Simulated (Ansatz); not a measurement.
CH₁₀O₂Si₃, SMILES O[SiH](C[SiH3])O[SiH3], a single point in a Gaussian basis

Program: the Ansatz DFT code, driven from Python.

`ch10o2si3.xyz`
```text
16

O    -0.55130    1.11840   -1.25640
Si   -0.29110    0.03560    0.05220
C     1.42230   -0.69690   -0.07980
Si    2.70090    0.65950    0.03220
O    -1.44680   -1.23960   -0.00400
Si   -2.95720   -0.54090    0.43400
H    -0.49730    0.55110   -2.06630
H    -0.38300    0.76830    1.32650
H     1.52550   -1.22290   -1.05100
H     1.57840   -1.41770    0.74870
H     2.50440    1.61280   -1.07010
H     2.56360    1.35910    1.31840
H     4.04460    0.07090   -0.06410
H    -3.99570   -1.58070    0.39340
H    -2.89260    0.00050    1.80120
H    -3.32470    0.52240   -0.51510
```

The script, `ch10o2si3.py`:
```python
'''Single point of CH10O2Si3 in a Gaussian basis.'''

from pathlib import Path
import json
import warnings

import ansatz as az
import numpy as np
import pandas as pd

BASIS_SET = 'def2-SVP'
FUNCTIONAL = 'pbe'

warnings.simplefilter('ignore', az.DeckWarning)

ch10o2si3 = az.Crystal.molecule_from_extxyz('ch10o2si3.xyz')

model = (
    ch10o2si3.calculation()
    .basis(gaussian=BASIS_SET)
    .functional(FUNCTIONAL)
    .accuracy('high')
    .forces()
    .orbitals()
)
result = model.run(threads=1, pin='off', runs_dir='out')
report = result.report

print(f'E = {report["free_energy_ev"]:.6f} eV = {report["free_energy_ev"] / 27.211386246:.7f} Ha')
print('converged:', report['converged'], ' doubts:', report['published_state_doubts'] or 'none')

symbols = [site.symbol for site in ch10o2si3.cartesian_sites]
forces = np.array(report['forces_ev_ang'])
print('largest force', round(float(np.linalg.norm(forces, axis=1).max()), 4), 'eV/A, rms', round(float(np.sqrt((forces ** 2).mean())), 4))

charges = report['charge_distribution']
table = pd.DataFrame({'atom': symbols, 'mulliken': charges['mulliken_charges_e'], 'lowdin': charges['lowdin_charges_e']})
print(table.round(3).to_string())
print('dipole (e A):', np.round(charges['dipole_moment_e_ang'], 4) + 0.0)

lines = Path(report['orbitals_path']).read_text().splitlines()
field_of = lambda key: [line.split('=')[1].strip() for line in lines if line.startswith(key)]
orbitals = [(27.211386 * float(e), s, float(n)) for e, s, n in zip(field_of('Ene='), field_of('Spin='), field_of('Occup='))]
homo = max(e for e, _, n in orbitals if n > 0.5)
lumo = min(e for e, _, n in orbitals if n < 0.5)
print(f'HOMO {homo:.3f} eV, LUMO {lumo:.3f} eV, gap {lumo - homo:.3f} eV')
with open('ch10o2si3.json', 'w') as handle:
    json.dump({k: report[k] for k in ('free_energy_ev', 'reference_energy_ev', 'n_occupied', 'n_virtual')}, handle, indent=1)
```

```console
$ python ch10o2si3.py
E = -28899.769438 eV = -1062.0469379 Ha
converged: True  doubts: none
largest force 1.3371 eV/A, rms 0.4286
   atom  mulliken  lowdin
0     O    -0.361   0.036
1    Si     0.647   0.135
2     C    -0.416  -0.250
3    Si     0.272   0.298
4     O    -0.500  -0.074
5    Si     0.413   0.265
6     H     0.183   0.005
7     H    -0.086  -0.060
8     H     0.082   0.038
9     H     0.095   0.042
10    H    -0.046  -0.066
11    H    -0.052  -0.067
12    H    -0.053  -0.073
13    H    -0.063  -0.081
14    H    -0.062  -0.076
15    H    -0.054  -0.073
dipole (e A): [ 0.0362 -0.1821 -0.1088]
HOMO -7.072 eV, LUMO -0.624 eV, gap 6.449 eV
```

It writes `ch10o2si3.json`:
```json
{
 "free_energy_ev": -28899.769437945335,
 "reference_energy_ev": -28899.769437945335,
 "n_occupied": [
  37,
  37
 ],
 "n_virtual": [
  109,
  109
 ]
}
```

What to keep in mind:
- The settings weren't tested for convergence.
- The geometry is a force-field or estimated start, not a minimum of this method, and the basis set is short of its limit.
- The Löwdin charges here are taken after orthogonalising the functions within each atom; they differ from plain Löwdin charges, and their signs can be unphysical.
- Levels such as HOMO and LUMO are orbital energies: with these approximate functionals they aren't the ionisation energy and electron affinity, and their gap isn't the fundamental gap.
- It ran for 23 s on 1 thread of Intel(R) Xeon(R) 6975P-C (Granite Rapids) (shared host), peak memory 0.68 GiB.

(Lines on the test bed's own set-up are left out of the output.)
